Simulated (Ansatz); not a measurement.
**HfRu3 in Ansatz: convergence with smearing width**

HfRu3:

```
Hf Ru
1.0
     3.95577    0.00000    0.00000
     0.00000    3.95577    0.00000
     0.00000    0.00000    3.95577
Hf Ru
1 3
Direct
  0.00000 0.00000 0.00000
  0.00000 0.50000 0.50000
  0.50000 0.00000 0.50000
  0.50000 0.50000 0.00000
```

The cell comes from a database or a generator and needn't be the stable form of this composition.

| Item | Value |
| --- | --- |
| Program | Ansatz 0.2.0 |
| Task | convergence study |
| Functional | PBE |
| Potentials or basis | Ansatz PAW |
| Cutoff | 420 eV (not typed: the program's choice for these potentials) |
| k mesh | 6 × 6 × 6 |
| Occupations | methfessel-paxton, width 0.3 eV |
| Spin | no spin polarisation |

These are the settings of the first run; the series varies smearing width, with any setting tied to it.

Hardware: 2 threads of Intel(R) Xeon(R) Platinum 8488C (Sapphire Rapids), on a shared host.

Task: The values tried are 0.3 eV, 0.2 eV, 0.15 eV, 0.1 eV, 0.05 eV, 0.025 eV, 0.01 eV, 0.005 eV, loosest first. From which on does the energy stay within 1 meV/atom of the tightest run that finished?

Result: From 0.1 eV on.

| smearing width | energy less the tightest run, at zero smearing (meV/atom) | pressure (GPa) | SCF cycles | CPU time (s) | peak memory (GiB) |
| --- | --- | --- | --- | --- | --- |
| 0.3 eV | -1.73 | -1.14 | 7 | 2.5 | 0.42 |
| 0.2 eV | -1.29 | -1.12 | 7 | 2.4 | 0.43 |
| 0.15 eV | -1.02 | -1.11 | 7 | 2.2 | 0.43 |
| 0.1 eV | -0.64 | -1.09 | 7 | 2.4 | 0.43 |
| 0.05 eV | -0.06 | -1.08 | 7 | 2.2 | 0.43 |
| 0.025 eV | -0.09 | -1.09 | 7 | 2.2 | 0.43 |
| 0.01 eV | -0.03 | -1.10 | 7 | 2.3 | 0.43 |
| 0.005 eV | 0.00 | -1.10 | 7 | 2.3 | 0.43 |

Against the tightest run, the pressure stays within 0.1 GPa from 0.3 eV on. Narrower smearing needs a denser k mesh, so at a fixed mesh the narrowest width isn't the most accurate. The tightest run that finished is the yardstick and may itself not be fully converged.

Spin-orbit coupling is left out, which matters for the levels of Hf.
